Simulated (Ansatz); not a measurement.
# ClFH4OSi2: basis-set convergence

One table from this session's results is given with a row withheld; the runs are named, their logs left out.

Method: one geometry, several basis sets; program: Ansatz 0.2.0, Gaussian basis.

Levels to be run: PBE0-D4/def2-SVP; ωB97M-V/def2-SVP; PBE0-D4/def2-QZVPP; ωB97M-V/def2-QZVPP; the functionals' def2-TZVPP values are taken from earlier runs.

## Structure used throughout

An earlier PBE0-D4 in a triple-zeta def2 set relaxation fixed the geometry.

SMILES `O[SiH](Cl)[SiH2]F`, 9 atoms, charge 0, spin multiplicity 1.

Atoms are counted from 1 here; the program's logs count them from 0.

Bond lengths: O1–Si2 1.638 Å, O1–H6 0.959 Å, Si2–Cl3 2.063 Å, Si2–Si4 2.352 Å, Si2–H7 1.479 Å, Si4–F5 1.609 Å, Si4–H8 1.485 Å, Si4–H9 1.487 Å. Angles: Si2–O1–H6 118.1°, O1–Si2–Cl3 111.1°, O1–Si2–Si4 111.4°, O1–Si2–H7 105.8°, Cl3–Si2–Si4 106.7°, Cl3–Si2–H7 107.7°, Si4–Si2–H7 114.2°, Si2–Si4–F5 106.7°, Si2–Si4–H8 112.5°, Si2–Si4–H9 111.9°, F5–Si4–H8 108.4°, F5–Si4–H9 107.6°, H8–Si4–H9 109.5°.

Set-up of the first run:

The input, in.yaml:

```yaml
crystal:
  periodic: [false, false, false]
  atoms:
    - {symbol: O, position_ang: [-2.024865, -0.242164, -0.072309]}
    - {symbol: Si, position_ang: [-0.586315, -0.519369, 0.660092]}
    - {symbol: Cl, position_ang: [-0.453269, 0.506250, 2.445342]}
    - {symbol: Si, position_ang: [1.210963, 0.208501, -0.671368]}
    - {symbol: F, position_ang: [0.831237, 1.682157, -1.194724]}
    - {symbol: H, position_ang: [-2.211215, 0.647272, -0.379939]}
    - {symbol: H, position_ang: [-0.564751, -1.965759, 0.970554]}
    - {symbol: H, position_ang: [2.482746, 0.294088, 0.089584]}
    - {symbol: H, position_ang: [1.404067, -0.657274, -1.864433]}
basis:
  gaussian: {orbitals: def2-SVP}
hamiltonian: {xc: pbe0, dispersion: d4}
output: {orbitals: {seedname: orbitals}}
```

Among the steps run: PBE0-D4 in def2-SVP; ωB97M-V in def2-SVP; PBE0-D4 in def2-QZVPP; ωB97M-V in def2-QZVPP.

One of the session's tables, all rows but one given; the rest of the session is left out.

It belongs to the step «Density functionals: the series». 

| functional | basis | HOMO (eV) |
| --- | --- | --- |
| PBE0-D4 | def2-SVP | -7.98 |
| PBE0-D4 | def2-TZVPP | -8.09 |
| PBE0-D4 | def2-QZVPP | -8.12 |
| ωB97M-V | def2-SVP | -10.00 |
| ωB97M-V | def2-TZVPP | -10.15 |
| ωB97M-V | def2-QZVPP | ? |

Q: Estimate the row for ωB97M-V, def2-QZVPP from the others.

The run gave: HOMO (eV): -10.19. In the column «HOMO (eV)» it is the lowest.
